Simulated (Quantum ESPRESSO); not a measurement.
Here is a Quantum ESPRESSO 7.5 calculation.

File pw.in:

```
&CONTROL
  calculation = 'scf'
  prefix = 'pwscf'
  outdir = './tmp'
  pseudo_dir = './pseudo'
  tprnfor = .true.
  tstress = .true.
  disk_io = 'low'
/
&SYSTEM
  ibrav = 0
  celldm(1) = 8
  nat = 4
  ntyp = 2
  ecutwfc = 84
  nbnd = 46
  occupations = 'smearing'
  smearing = 'fd'
  degauss = 0.00367493
  noncolin = .true.
  lspinorb = .true.
/
&ELECTRONS
  conv_thr = 8d-10
  electron_maxstep = 120
  mixing_beta = 0.5
/
ATOMIC_SPECIES
Ga    69.7230 Ga.upf
O     15.9990 O.upf
CELL_PARAMETERS alat
  0.7810850037262   0.0000000000000   0.0000000000000
 -0.3905425006820   0.6764394542599   0.0000000000000
  0.0000000000000   0.0000000000000   1.3019652718497
ATOMIC_POSITIONS crystal
Ga     0.0000000000    0.0000000000    0.5000000000
O      0.3333333300    0.6666666700    0.6266448500
O      0.6666666700    0.3333333300    0.3733551500
O      0.0000000000    0.0000000000    0.0000000000
K_POINTS automatic
9 9 5 0 0 0
```

bands.in

```
&CONTROL
  calculation = 'bands'
  prefix = 'pwscf'
  outdir = './tmp'
  pseudo_dir = './pseudo'
  disk_io = 'low'
  verbosity = 'high'
/
&SYSTEM
  ibrav = 0
  celldm(1) = 8
  nat = 4
  ntyp = 2
  ecutwfc = 84
  nbnd = 46
  occupations = 'smearing'
  smearing = 'fd'
  degauss = 0.00367493
  noncolin = .true.
  lspinorb = .true.
/
&ELECTRONS
  conv_thr = 1d-08
  electron_maxstep = 120
  mixing_beta = 0.5
  diago_full_acc = .true.
  startingwfc = 'random'
/
ATOMIC_SPECIES
Ga    69.7230 Ga.upf
O     15.9990 O.upf
CELL_PARAMETERS alat
  0.7810850037262   0.0000000000000   0.0000000000000
 -0.3905425006820   0.6764394542599   0.0000000000000
  0.0000000000000   0.0000000000000   1.3019652718497
ATOMIC_POSITIONS crystal
Ga     0.0000000000    0.0000000000    0.5000000000
O      0.3333333300    0.6666666700    0.6266448500
O      0.6666666700    0.3333333300    0.3733551500
O      0.0000000000    0.0000000000    0.0000000000
K_POINTS crystal
60
 0.0000000000  0.0000000000  0.0000000000 1
 0.0625000000  0.0000000000  0.0000000000 1
 0.1250000000  0.0000000000  0.0000000000 1
 0.1875000000  0.0000000000  0.0000000000 1
 0.2500000000  0.0000000000  0.0000000000 1
 0.3125000000  0.0000000000  0.0000000000 1
 0.3750000000  0.0000000000  0.0000000000 1
 0.4375000000  0.0000000000  0.0000000000 1
 0.5000000000  0.0000000000  0.0000000000 1
 0.4583333333  0.0833333333  0.0000000000 1
 0.4166666667  0.1666666667  0.0000000000 1
 0.3750000000  0.2500000000  0.0000000000 1
 0.3333333333  0.3333333333  0.0000000000 1
 0.2962962963  0.2962962963  0.0000000000 1
 0.2592592593  0.2592592593  0.0000000000 1
 0.2222222222  0.2222222222  0.0000000000 1
 0.1851851852  0.1851851852  0.0000000000 1
 0.1481481481  0.1481481481  0.0000000000 1
 0.1111111111  0.1111111111  0.0000000000 1
 0.0740740741  0.0740740741  0.0000000000 1
 0.0370370370  0.0370370370  0.0000000000 1
 0.0000000000  0.0000000000  0.0000000000 1
 0.0000000000  0.0000000000  0.1250000000 1
 0.0000000000  0.0000000000  0.2500000000 1
 0.0000000000  0.0000000000  0.3750000000 1
 0.0000000000  0.0000000000  0.5000000000 1
 0.0625000000  0.0000000000  0.5000000000 1
 0.1250000000  0.0000000000  0.5000000000 1
 0.1875000000  0.0000000000  0.5000000000 1
 0.2500000000  0.0000000000  0.5000000000 1
 0.3125000000  0.0000000000  0.5000000000 1
 0.3750000000  0.0000000000  0.5000000000 1
 0.4375000000  0.0000000000  0.5000000000 1
 0.5000000000  0.0000000000  0.5000000000 1
 0.4666666667  0.0666666667  0.5000000000 1
 0.4333333333  0.1333333333  0.5000000000 1
 0.4000000000  0.2000000000  0.5000000000 1
 0.3666666667  0.2666666667  0.5000000000 1
 0.3333333333  0.3333333333  0.5000000000 1
 0.3030303030  0.3030303030  0.5000000000 1
 0.2727272727  0.2727272727  0.5000000000 1
 0.2424242424  0.2424242424  0.5000000000 1
 0.2121212121  0.2121212121  0.5000000000 1
 0.1818181818  0.1818181818  0.5000000000 1
 0.1515151515  0.1515151515  0.5000000000 1
 0.1212121212  0.1212121212  0.5000000000 1
 0.0909090909  0.0909090909  0.5000000000 1
 0.0606060606  0.0606060606  0.5000000000 1
 0.0303030303  0.0303030303  0.5000000000 1
 0.0000000000  0.0000000000  0.5000000000 1
 0.5000000000  0.0000000000  0.5000000000 1
 0.5000000000  0.0000000000  0.3750000000 1
 0.5000000000  0.0000000000  0.2500000000 1
 0.5000000000  0.0000000000  0.1250000000 1
 0.5000000000  0.0000000000  0.0000000000 1
 0.3333333333  0.3333333333  0.0000000000 1
 0.3333333333  0.3333333333  0.1250000000 1
 0.3333333333  0.3333333333  0.2500000000 1
 0.3333333333  0.3333333333  0.3750000000 1
 0.3333333333  0.3333333333  0.5000000000 1
```

Potentials or basis: PseudoDojo 0.4 FR PBE standard.

Command:

```sh
$ OMP_NUM_THREADS=1 pw.x -in pw.in > pw.out
$ OMP_NUM_THREADS=1 pw.x -in bands.in > bands.out
```

Task: Estimate the pressure.

Result: -6.1 GPa.

Task: Predict the band gap on the k mesh.

Result: None (metal or under the smearing width).

Task: What does it give for the largest force?

Result: 1.741 eV/Å.

Stress tensor (GPa, compression positive):
```
-5.43  0.00  0.00
 0.00 -5.43  0.00
 0.00  0.00 -7.30
```

Caveat: forces of over 1 eV/Å show positions far from the minimum, so gaps and moduli don't describe the material at rest.
